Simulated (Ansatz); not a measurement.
**C₃H₆ClNSi: a ladder of functionals and wavefunction methods**

How much do the methods differ for C₃H₆ClNSi? The plan is to run it at one geometry with functionals of several rungs and with coupled cluster. The yardstick is the atomisation energy at the CCSD(T) limit.

Computed with Ansatz 0.2.0, Gaussian basis. Level: functionals in def2-TZVPP, the program's frozen cores in correlated methods.

The runs, in order: PBE-D4, r2SCAN-D4, PBE0-D4, B3LYP-D4, ωB97X-V, ωB97M-V, B2PLYP; CCSD(T)/def2-TZVPP; MP2/def2-QZVPP; extrapolation to the limit.

## Step 1: Structure used throughout

An earlier PBE0-D4 in a triple-zeta def2 set relaxation fixed the geometry.

SMILES `C=N/C([SiH3])=C\Cl`, 12 atoms, charge 0, spin multiplicity 1.

Atoms are counted from 1 here; the program's logs count them from 0.

Bond lengths: C1–N2 1.260 Å, C1–H7 1.095 Å, C1–H8 1.089 Å, N2–C3 1.390 Å, C3–Si4 1.875 Å, C3–C5 1.335 Å, Si4–H9 1.485 Å, Si4–H10 1.486 Å, Si4–H11 1.484 Å, C5–Cl6 1.722 Å, C5–H12 1.081 Å. Angles: N2–C1–H7 123.2°, N2–C1–H8 118.8°, H7–C1–H8 118.0°, C1–N2–C3 121.1°, N2–C3–Si4 116.1°, N2–C3–C5 124.6°, Si4–C3–C5 118.9°, C3–Si4–H9 108.1°, C3–Si4–H10 109.3°, C3–Si4–H11 110.4°, H9–Si4–H10 109.9°, H9–Si4–H11 110.4°, H10–Si4–H11 108.8°, C3–C5–Cl6 124.2°, C3–C5–H12 122.3°, Cl6–C5–H12 113.5°.

## Step 2: PBE-D4 (GGA)

in.yaml

```yaml
crystal:
  periodic: [false, false, false]
  atoms:
    - {symbol: C, position_ang: [0.106101, -1.602963, 1.394398]}
    - {symbol: N, position_ang: [0.763656, -0.696850, 0.815266]}
    - {symbol: C, position_ang: [0.125011, 0.299636, 0.086849]}
    - {symbol: Si, position_ang: [0.368111, 0.249093, -1.771720]}
    - {symbol: C, position_ang: [-0.526533, 1.333915, 0.624604]}
    - {symbol: Cl, position_ang: [-0.760982, 1.556266, 2.315565]}
    - {symbol: H, position_ang: [-0.985850, -1.671666, 1.353355]}
    - {symbol: H, position_ang: [0.644300, -2.358846, 1.963540]}
    - {symbol: H, position_ang: [-0.341857, 1.412273, -2.361199]}
    - {symbol: H, position_ang: [-0.201244, -1.015597, -2.306270]}
    - {symbol: H, position_ang: [1.813402, 0.300761, -2.105153]}
    - {symbol: H, position_ang: [-0.927315, 2.138876, 0.024766]}
basis:
  gaussian: {orbitals: def2-TZVPP}
hamiltonian: {xc: pbe, dispersion: d4}
output: {forces: true, orbitals: {seedname: orbitals}}
```

Started as:

```bash
> ansatz run in.yaml --threads 4 --pin off --events-out ev --progress --plain --max-ram 10444MiB
```

What it wrote (excerpt; [...] marks lines left out):

```text
Functional definition: PBE
  name "PBE"
  cite "Perdew, Burke & Ernzerhof, Phys. Rev. Lett. 77, 3865 (1996) doi:10.1103/PhysRevLett.77.3865"
  parent pbe
[...]
1631 factors; their error is unknown
[...]
mean field -25084.73137301 eV, -921.8468749165 hartree, gradient 1.7e-5 eV, S^2 0.000000; 0 other end points of the search recorded, 0 dependent functions left out
[...]
reference -25084.73142125 eV, -921.8468766893 hartree; 31, 31 occupied and 261, 261 virtual orbitals, 1631 factors
Total energy: -25085.05980620 eV, -921.8589446137 hartree
Atom 0 at     0.106101    -1.602963     1.394398 Å, force    -0.268841    -0.488315     0.321499 eV/Å
Atom 1 at     0.763656    -0.696850     0.815266 Å, force     0.505769     0.444997    -0.332999 eV/Å
Atom 2 at     0.125011     0.299636     0.086849 Å, force     0.244075    -0.339933    -0.254976 eV/Å
Atom 3 at     0.368111     0.249093    -1.771720 Å, force     0.009839    -0.000409    -0.004757 eV/Å
Atom 4 at    -0.526533     1.333915     0.624604 Å, force    -0.237148     0.356922     0.092167 eV/Å
Atom 5 at    -0.760982     1.556266     2.315565 Å, force    -0.057709     0.062621     0.340025 eV/Å
Atom 6 at    -0.985850    -1.671666     1.353355 Å, force    -0.249571    -0.041153    -0.007353 eV/Å
Atom 7 at     0.644300    -2.358846     1.963540 Å, force     0.105838    -0.172763     0.143244 eV/Å
Atom 8 at    -0.341857     1.412273    -2.361199 Å, force    -0.072892     0.117050    -0.062551 eV/Å
Atom 9 at    -0.201244    -1.015597    -2.306270 Å, force    -0.055328    -0.131944    -0.061789 eV/Å
Atom 10 at     1.813402     0.300761    -2.105153 Å, force     0.153075     0.001157    -0.046391 eV/Å
Atom 11 at    -0.927315     2.138876     0.024766 Å, force    -0.077106     0.191770    -0.126118 eV/Å
Dipole moment:    -0.185999    -0.199700    -0.124055 e Å
```

It took 3.5 s on 4 threads of Intel Xeon Platinum 8259CL at 2.50GHz, shared host; peak memory 0.46 GiB.

With the free atoms at this level, -25037.171 eV in sum, the atomisation energy is 1104.3 kcal/mol. HOMO -5.67 eV, LUMO -2.13 eV.

## Step 3: r2SCAN-D4 (meta-GGA)

in.yaml, as its differences from that of step 2:

```diff
@@ -17,3 +17,3 @@
   gaussian: {orbitals: def2-TZVPP}
-hamiltonian: {xc: pbe, dispersion: d4}
+hamiltonian: {xc: r2scan, dispersion: d4}
 output: {forces: true, orbitals: {seedname: orbitals}}
```

The command is unchanged.

What it wrote (excerpt; [...] marks lines left out):

```text
Functional definition: r2SCAN
  name "r2SCAN"
  cite "Furness, Kaplan, Ning, Perdew & Sun, J. Phys. Chem. Lett. 11, 8208 (2020) doi:10.1021/acs.jpclett.0c02405"
  cite "Furness, Kaplan, Ning, Perdew & Sun, J. Phys. Chem. Lett. 11, 9248 (2020) doi:10.1021/acs.jpclett.0c03077"
  parent r2scan
[...]
1631 factors; their error is unknown
[...]
mean field -25095.59774705 eV, -922.2462067970 hartree, gradient 2.9e-5 eV, S^2 0.000000; 0 other end points of the search recorded, 0 dependent functions left out
[...]
reference -25095.59776087 eV, -922.2462073047 hartree; 31, 31 occupied and 261, 261 virtual orbitals, 1631 factors
Total energy: -25095.68178261 eV, -922.2492950468 hartree
Atom 0 at     0.106101    -1.602963     1.394398 Å, force    -0.150595    -0.276747     0.187374 eV/Å
Atom 1 at     0.763656    -0.696850     0.815266 Å, force     0.226069     0.178764    -0.126853 eV/Å
Atom 2 at     0.125011     0.299636     0.086849 Å, force     0.094045    -0.144636    -0.184859 eV/Å
Atom 3 at     0.368111     0.249093    -1.771720 Å, force     0.006873     0.006972    -0.033997 eV/Å
Atom 4 at    -0.526533     1.333915     0.624604 Å, force    -0.140243     0.219622    -0.104748 eV/Å
Atom 5 at    -0.760982     1.556266     2.315565 Å, force    -0.029227     0.024038     0.218899 eV/Å
Atom 6 at    -0.985850    -1.671666     1.353355 Å, force    -0.023834    -0.002073    -0.003411 eV/Å
Atom 7 at     0.644300    -2.358846     1.963540 Å, force    -0.001582     0.005497     0.003901 eV/Å
Atom 8 at    -0.341857     1.412273    -2.361199 Å, force     0.018305    -0.031088     0.010329 eV/Å
Atom 9 at    -0.201244    -1.015597    -2.306270 Å, force     0.016010     0.020211     0.008660 eV/Å
Atom 10 at     1.813402     0.300761    -2.105153 Å, force    -0.027017    -0.007366     0.001103 eV/Å
Atom 11 at    -0.927315     2.138876     0.024766 Å, force     0.011195     0.006807     0.023600 eV/Å
Dipole moment:    -0.192120    -0.213744    -0.139827 e Å
```

Wall time 6 s (4 threads of Intel Xeon Platinum 8259CL at 2.50GHz, shared host); peak memory 0.49 GiB.

Atomisation energy: 1074.1 kcal/mol (free atoms -25049.102 eV, run apart). HOMO -5.89 eV, LUMO -1.94 eV.

## Step 4: PBE0-D4 (hybrid)

in.yaml, as its differences from that of step 3:

```diff
@@ -17,3 +17,3 @@
   gaussian: {orbitals: def2-TZVPP}
-hamiltonian: {xc: r2scan, dispersion: d4}
-output: {forces: true, orbitals: {seedname: orbitals}}
+hamiltonian: {xc: pbe0, dispersion: d4}
+output: {orbitals: {seedname: orbitals}}
```

The command is unchanged.

What it wrote:

```text
Functional definition: PBE0
  name "PBE0"
  cite "Adamo & Barone, J. Chem. Phys. 110, 6158 (1999) doi:10.1063/1.478522"
  cite "Perdew, Burke & Ernzerhof, Phys. Rev. Lett. 77, 3865 (1996) doi:10.1103/PhysRevLett.77.3865"
  parent pbe
  parameter a = 0.25
  parameter kappa = 0.804
  parameter beta = 0.06672455060314922
  exchange = (1 - a)*pbe_x(kappa = kappa, mu = beta*pi^2/3) + a*exact_x
  correlation = pbe_c(beta = beta)
1665 factors; their error is unknown
mean field evaluation 1: about -25079.5668 eV, gradient 5.5e1 eV
mean field evaluation 2: about -25070.4222 eV, gradient 8.1e1 eV
mean field evaluation 4: about -25086.6195 eV, gradient 7.5e0 eV
mean field evaluation 8: about -25086.7316 eV, gradient 1.6e-1 eV
mean field evaluation 16: about -25086.7859 eV, gradient 2.8e-4 eV
mean field -25086.78593733 eV, -921.9223787628 hartree, gradient 6.3e-5 eV, S^2 0.000000; 0 other end points of the search recorded, 0 dependent functions left out
reference -25086.78597297 eV, -921.9223800722 hartree; 31, 31 occupied and 261, 261 virtual orbitals, 1665 factors
Total energy: -25087.06621705 eV, -921.9326788522 hartree
```

Run time: 4.6 s. Hardware: 4 threads of Intel Xeon Platinum 8259CL at 2.50GHz, shared host; peak memory 0.91 GiB.

Atomisation energy: 1079.1 kcal/mol (free atoms -25040.273 eV, run apart). HOMO -6.84 eV, LUMO -1.05 eV.

## Step 5: B3LYP-D4 (hybrid)

B3LYP here takes the VWN-RPA correlation.

in.yaml, as its differences from that of step 4:

```diff
@@ -17,3 +17,3 @@
   gaussian: {orbitals: def2-TZVPP}
-hamiltonian: {xc: pbe0, dispersion: d4}
-output: {orbitals: {seedname: orbitals}}
+hamiltonian: {xc: {name: B3LYP}, dispersion: d4}
+output: {forces: true, orbitals: {seedname: orbitals}}
```

Launched as before.

What it wrote (excerpt; [...] marks lines left out):

```text
Functional definition: B3LYP
  name "B3LYP"
  cite "Stephens, Devlin, Chabalowski & Frisch, J. Phys. Chem. 98, 11623 (1994) doi:10.1021/j100096a001"
  cite "Becke, Phys. Rev. A 38, 3098 (1988) doi:10.1103/PhysRevA.38.3098"
  cite "Lee, Yang & Parr, Phys. Rev. B 37, 785 (1988) doi:10.1103/PhysRevB.37.785"
  cite "Vosko, Wilk & Nusair, Can. J. Phys. 58, 1200 (1980) doi:10.1139/p80-159"
[...]
1653 factors; their error is unknown
[...]
mean field -25101.06176105 eV, -922.4470056077 hartree, gradient 1.7e-5 eV, S^2 0.000000; 0 other end points of the search recorded, 0 dependent functions left out
[...]
reference -25101.06207457 eV, -922.4470171294 hartree; 31, 31 occupied and 261, 261 virtual orbitals, 1653 factors
Total energy: -25101.59022834 eV, -922.4664264227 hartree
Atom 0 at     0.106101    -1.602963     1.394398 Å, force    -0.043487    -0.200170     0.125143 eV/Å
[...]
Atom 2 at     0.125011     0.299636     0.086849 Å, force    -0.029917     0.154480    -0.164421 eV/Å
Atom 3 at     0.368111     0.249093    -1.771720 Å, force     0.027846    -0.015426    -0.152112 eV/Å
Atom 4 at    -0.526533     1.333915     0.624604 Å, force    -0.025672     0.071013    -0.331076 eV/Å
Atom 5 at    -0.760982     1.556266     2.315565 Å, force    -0.062473     0.076714     0.377714 eV/Å
Atom 6 at    -0.985850    -1.671666     1.353355 Å, force     0.069301    -0.007735     0.010804 eV/Å
Atom 7 at     0.644300    -2.358846     1.963540 Å, force    -0.059582     0.035993    -0.029178 eV/Å
Atom 8 at    -0.341857     1.412273    -2.361199 Å, force     0.049810    -0.081030     0.030072 eV/Å
Atom 9 at    -0.201244    -1.015597    -2.306270 Å, force     0.038342     0.079622     0.029334 eV/Å
Atom 10 at     1.813402     0.300761    -2.105153 Å, force    -0.093617    -0.004624     0.014321 eV/Å
Atom 11 at    -0.927315     2.138876     0.024766 Å, force     0.032637    -0.070303     0.057907 eV/Å
Dipole moment:    -0.201092    -0.210292    -0.137417 e Å
```

Run time: 7.5 s. Hardware: 4 threads of Intel Xeon Platinum 8259CL at 2.50GHz, shared host; peak memory 1 GiB.

With the free atoms at this level, -25055.004 eV in sum, the atomisation energy is 1074.3 kcal/mol. HOMO -6.62 eV, LUMO -1.29 eV.

## Step 6: ωB97X-V (range-separated)

in.yaml, as its differences from that of step 5:

```diff
@@ -17,3 +17,3 @@
   gaussian: {orbitals: def2-TZVPP}
-hamiltonian: {xc: {name: B3LYP}, dispersion: d4}
-output: {forces: true, orbitals: {seedname: orbitals}}
+hamiltonian: {xc: {name: wB97X-V}}
+output: {orbitals: {seedname: orbitals}}
```

Same command.

What it wrote (excerpt; [...] marks lines left out):

```text
Functional definition: wB97X-V
  name "wB97X-V"
  cite "Mardirossian & Head-Gordon, Phys. Chem. Chem. Phys. 16, 9904 (2014) doi:10.1039/C3CP54374A"
  cite "Becke, J. Chem. Phys. 107, 8554 (1997) doi:10.1063/1.475007"
  cite "Vydrov & Van Voorhis, J. Chem. Phys. 133, 244103 (2010) doi:10.1063/1.3521275"
[...]
      + integral(e_c_pw_opposite_spin*poly(b97_u_opposite, cos0, cos1)) + vv10(b, c)
1650 factors; their error is unknown
365 factors; integrals over basis functions are off by at most 1.7e-5 eV
[...]
mean field -25095.39574471 eV, -922.2387833480 hartree, gradient 2.1e-5 eV, S^2 0.000000; 0 other end points of the search recorded, 0 dependent functions left out
reference -25095.39574239 eV, -922.2387832626 hartree; 31, 31 occupied and 261, 261 virtual orbitals, 1650 factors
Total energy: -25095.39574239 eV, -922.2387832626 hartree
```

It took 11 s on 4 threads of Intel Xeon Platinum 8259CL at 2.50GHz, shared host; peak memory 1.1 GiB.

Atomisation energy: 1074.9 kcal/mol (free atoms -25048.784 eV, run apart). HOMO -9.09 eV, LUMO 1.23 eV.

## Step 7: ωB97M-V (range-separated)

in.yaml, as its differences from that of step 6:

```diff
@@ -17,3 +17,3 @@
   gaussian: {orbitals: def2-TZVPP}
-hamiltonian: {xc: {name: wB97X-V}}
-output: {orbitals: {seedname: orbitals}}
+hamiltonian: {xc: {name: wB97M-V}}
+output: {forces: true, orbitals: {seedname: orbitals}}
```

Same command.

What it wrote (excerpt; [...] marks lines left out):

```text
Functional definition: wB97M-V
  name "wB97M-V"
  cite "Mardirossian & Head-Gordon, J. Chem. Phys. 144, 214110 (2016) doi:10.1063/1.4952647"
  cite "Becke, J. Chem. Phys. 107, 8554 (1997) doi:10.1063/1.475007"
  cite "Vydrov & Van Voorhis, J. Chem. Phys. 133, 244103 (2010) doi:10.1063/1.3521275"
  # Of w^i u^j: cxij and so on, Table III.
[...]
  gx(w, u) = 1 - cx + cx01*u + cx10*w
  gss(w, u) = css00 + css04*u^4 + css10*w + css20*w^2 + css43*w^4*u^3
  gos(w, u) = cos00 + cos10*w + (cos20 + cos21*u)*w^2 + (cos60 + cos61*u)*w^6
[...]
      + integral(e_c_pw_mod_opposite_spin*gos(b97_w_opposite, b97_u_opposite)) + vv10(b, c)
1650 factors; their error is unknown
365 factors; integrals over basis functions are off by at most 1.7e-5 eV
[...]
Atom 2 at     0.125011     0.299636     0.086849 Å, force    -0.281933     0.395351    -0.207898 eV/Å
Atom 3 at     0.368111     0.249093    -1.771720 Å, force     0.030097    -0.019447    -0.181811 eV/Å
Atom 4 at    -0.526533     1.333915     0.624604 Å, force     0.077718    -0.086566    -0.316772 eV/Å
Atom 5 at    -0.760982     1.556266     2.315565 Å, force    -0.015835     0.006151     0.250637 eV/Å
Atom 6 at    -0.985850    -1.671666     1.353355 Å, force     0.081664     0.033527    -0.008628 eV/Å
Atom 7 at     0.644300    -2.358846     1.963540 Å, force    -0.050723     0.068252    -0.056004 eV/Å
Atom 8 at    -0.341857     1.412273    -2.361199 Å, force     0.079179    -0.131066     0.074400 eV/Å
Atom 9 at    -0.201244    -1.015597    -2.306270 Å, force     0.064405     0.145323     0.065263 eV/Å
Atom 10 at     1.813402     0.300761    -2.105153 Å, force    -0.175058    -0.004157     0.045310 eV/Å
Atom 11 at    -0.927315     2.138876     0.024766 Å, force     0.028390    -0.083474     0.032209 eV/Å
Dipole moment:    -0.208517    -0.213977    -0.136624 e Å
```

Run time: 15 s. Hardware: 4 threads of Intel Xeon Platinum 8259CL at 2.50GHz, shared host; peak memory 1.3 GiB.

Atomisation energy: 1074.9 kcal/mol (free atoms -25050.098 eV, run apart). HOMO -9.00 eV, LUMO 1.11 eV.

## Step 8: B2PLYP (double hybrid)

in.yaml, as its differences from that of step 7:

```diff
@@ -17,3 +17,2 @@
   gaussian: {orbitals: def2-TZVPP}
-hamiltonian: {xc: {name: wB97M-V}}
-output: {forces: true, orbitals: {seedname: orbitals}}
+hamiltonian: {xc: {name: B2PLYP}}
```

Launched as before.

What it wrote (excerpt; [...] marks lines left out):

```text
Functional definition: B2PLYP
  name "B2PLYP"
  cite "Grimme, J. Chem. Phys. 124, 034108 (2006) doi:10.1063/1.2148954"
  cite "Becke, Phys. Rev. A 38, 3098 (1988) doi:10.1103/PhysRevA.38.3098"
  cite "Lee, Yang & Parr, Phys. Rev. B 37, 785 (1988) doi:10.1103/PhysRevB.37.785"
[...]
1730 factors; integrals over basis functions are off by at most 9.8e-4 eV
[...]
mean field -25080.11835904 eV, -921.6773497801 hartree, gradient 2.5e-6 eV, S^2 0.000000; 0 other end points of the search recorded, 0 dependent functions left out
14 core orbitals not correlated: weight in the atoms' cores, before any rotation towards them, 1.000 or more for the frozen orbitals, at most 0.000 for the correlated occupied ones
reference -25080.11855569 eV, -921.6773570068 hartree; 17, 17 occupied and 261, 261 virtual orbitals, 1730 factors
second order -33.14205595 eV of doubles, -0.00000000 eV of singles
Total energy: -25089.06691080 eV, -922.0062029916 hartree
```

It took 8.5 s on 4 threads of Intel Xeon Platinum 8259CL at 2.50GHz, shared host; peak memory 0.9 GiB.

With the free atoms at this level, -25043.112 eV in sum, the atomisation energy is 1059.7 kcal/mol.

## Step 9: Orbital energies across the functionals

Dipoles come from the runs that computed forces. Levels, from each run's orbital file:

```csv
functional,HOMO (eV),LUMO (eV),gap (eV),dipole (D)
PBE-D4,-5.67,-2.13,3.54,1.44
r2SCAN-D4,-5.89,-1.94,3.96,1.54
PBE0-D4,-6.84,-1.05,5.79,
B3LYP-D4,-6.62,-1.29,5.33,1.55
ωB97X-V,-9.09,1.23,10.32,
ωB97M-V,-9.00,1.11,10.11,1.58
```

## Step 10: CCSD(T) in def2-TZVPP

in.yaml, as its differences from that of step 8:

```diff
@@ -17,2 +17,2 @@
   gaussian: {orbitals: def2-TZVPP}
-hamiltonian: {xc: {name: B2PLYP}}
+correlation: {method: ccsd_t}
```

Same command.

What it wrote (excerpt; [...] marks lines left out):

```text
Functional definition: HF
  name "HF"
  cite "Fock, Z. Phys. 61, 126 (1930) doi:10.1007/BF01340294"
  parent pbe
[...]
1730 factors; integrals over basis functions are off by at most 9.8e-4 eV
[...]
mean field -25034.76125045 eV, -920.0105067836 hartree, gradient 1.3e-6 eV, S^2 0.000000; 0 other end points of the search recorded, 0 dependent functions left out
14 core orbitals not correlated: weight in the atoms' cores, before any rotation towards them, 1.000 or more for the frozen orbitals, at most 0.000 for the correlated occupied ones
reference -25034.76125045 eV, -920.0105067836 hartree; 17, 17 occupied and 261, 261 virtual orbitals, 1730 factors
second order -26.98150386 eV of doubles, -0.00000000 eV of singles
cycle   1  -27.47969516 eV  change   -5.0e-1 eV  update   1.2e-1
[...]
cycle  11  -28.42821619 eV  change   -1.4e-5 eV  update   1.5e-5
perturbative correction -1.36046070 eV, -0.0499960087 hartree
Total energy: -25064.54992735 eV, -921.1052204679 hartree
```

It took 3.6 min on 4 threads of Intel Xeon Platinum 8259CL at 2.50GHz, shared host; peak memory 9.2 GiB.

## Step 11: MP2 in def2-QZVPP

in.yaml, as its differences from that of step 10:

```diff
@@ -16,3 +16,3 @@
 basis:
-  gaussian: {orbitals: def2-TZVPP}
-correlation: {method: ccsd_t}
+  gaussian: {orbitals: "def2-QZVPP.json"}
+correlation: {method: mp2}
```

Launched as before.

What it wrote:

```text
Functional definition: HF
  name "HF"
  cite "Fock, Z. Phys. 61, 126 (1930) doi:10.1007/BF01340294"
  parent pbe
  exchange = exact_x
  correlation = 0
3266 factors; integrals over basis functions are off by at most 9.1e-4 eV
mean field evaluation 1: about -25031.6338 eV, gradient 3.4e1 eV
mean field evaluation 2: about -25031.8636 eV, gradient 3.4e1 eV
mean field evaluation 4: about -25035.4256 eV, gradient 6.5e0 eV
mean field evaluation 8: about -25035.5581 eV, gradient 3.9e-1 eV
mean field evaluation 16: about -25035.5593 eV, gradient 2.7e-6 eV
mean field -25035.55926896 eV, -920.0398334228 hartree, gradient 2.7e-6 eV, S^2 0.000000; 0 other end points of the search recorded, 0 dependent functions left out
14 core orbitals not correlated: weight in the atoms' cores, before any rotation towards them, 1.000 or more for the frozen orbitals, at most 0.000 for the correlated occupied ones
reference -25035.55926896 eV, -920.0398334228 hartree; 17, 17 occupied and 517, 517 virtual orbitals, 3266 factors
second order -28.96456290 eV of doubles, -0.00000000 eV of singles
Total energy: -25064.52383186 eV, -921.1042614765 hartree
```

Wall time 44 s (4 threads of Intel Xeon Platinum 8259CL at 2.50GHz, shared host); peak memory 4.2 GiB.

The pieces so far (eV):

```csv
basis,HF,MP2 correlation,CCSD correlation,(T),total
def2-TZVPP,-25034.7613,-26.9815,-28.4282,-1.3605,-25064.5499
def2-QZVPP,-25035.5593,-28.9646,,,-25064.5238 (MP2)
```

The report of the def2-TZVPP run gives T1 = 0.0130.

## Step 12: From triple and quadruple zeta to the limit

This step is arithmetic on the last runs, with X = 3 and 4: exp(−7.88√X) for Hartree-Fock, X^−2.97 for correlation; only MP2 was run in the larger set, so CCSD(T) minus MP2 is added from the smaller one.

```csv
level,energy at the limit (eV)
HF,-25035.6692
MP2,-25066.1027
CCSD,-25067.5494
CCSD(T),-25068.9099
```

## Step 13: The ladder

Free atoms (3 C, 1 N, 1 Si, 1 Cl, 6 H) were run apart at each level; the atomisation energy is their sum less the molecule, without zero-point or spin-orbit terms.

Differences are taken before rounding.

```csv
method,rung,"atoms, summed (eV)",atomisation energy (kcal/mol),from CCSD(T)/CBS (kcal/mol),time
PBE-D4,GGA,-25037.171,1104.3,+35.5,3.5 s
r2SCAN-D4,meta-GGA,-25049.102,1074.1,+5.3,6 s
PBE0-D4,hybrid,-25040.273,1079.1,+10.2,4.6 s
B3LYP-D4,hybrid,-25055.004,1074.3,+5.4,7.5 s
ωB97X-V,range-separated,-25048.784,1074.9,+6.0,11 s
ωB97M-V,range-separated,-25050.098,1074.9,+6.0,15 s
B2PLYP,double hybrid,-25043.112,1059.7,-9.1,8.5 s
HF/def2-TZVPP,wavefunction,-25002.005,755.4,-313.5,
MP2/def2-TZVPP,wavefunction,-25015.820,1059.0,-9.9,
CCSD/def2-TZVPP,wavefunction,-25019.064,1017.6,-51.3,
CCSD(T)/def2-TZVPP,wavefunction,-25019.515,1038.5,-30.4,3.6 min
MP2/CBS,wavefunction,-25018.863,1089.4,+20.5,
CCSD(T)/CBS,wavefunction,-25022.559,1068.9,0,4.3 min
```

Among the levels timed on like hardware and quicker than the yardstick, those that no quicker one beats, quickest first: PBE-D4 (3.5 s, +35.5 kcal/mol); PBE0-D4 (4.6 s, +10.2 kcal/mol); r2SCAN-D4 (6 s, +5.3 kcal/mol).

B2PLYP carry no dispersion term (for B3LYP, D4 adds 12.2 kcal/mol).

Times are those of the molecule's run; HF, MP2 and CCSD come out of the CCSD(T) runs, and the limit's time is the sum of the runs that it needs.

## Step 14: Outcome

| quantity | value |
| --- | --- |
| atomisation energy, CCSD(T)/CBS | 1068.9 kcal/mol |
| functionals within 5.3 kcal/mol (0.5 %) | r2SCAN-D4 |
| farthest | PBE-D4 (+35.5 kcal/mol) |
| mean size of error, hybrid | 7.8 kcal/mol |
| mean size of error, range-separated | 6.0 kcal/mol |
| gap, smallest and largest | 3.54 eV (PBE-D4), 10.32 eV (ωB97X-V) |
| T1 diagnostic | 0.0130 |
| triples share of the correlation energy | 4.6 % |

In words: PBE-D4 misses by +35.5 kcal/mol. Double hybrids carry the basis error of their MP2 part in triple zeta, and no dispersion term here, so their miss is partly the set-up's. The reference freezes the cores and leaves out relativity and excitations past (T), so misses under about 5.3 kcal/mol can't be ranked. Hartree-Fock recovers 71 % of the binding; the rest is correlation. Orbital gaps span 3.5 to 10.3 eV; exact exchange widens them.

For cost: r2SCAN-D4 gets within 5.3 kcal/mol in 6 s, where CCSD(T)/CBS took 4.3 min; the quickest level in the cost chart, PBE-D4, takes 3.5 s and misses by 35.5 kcal/mol.
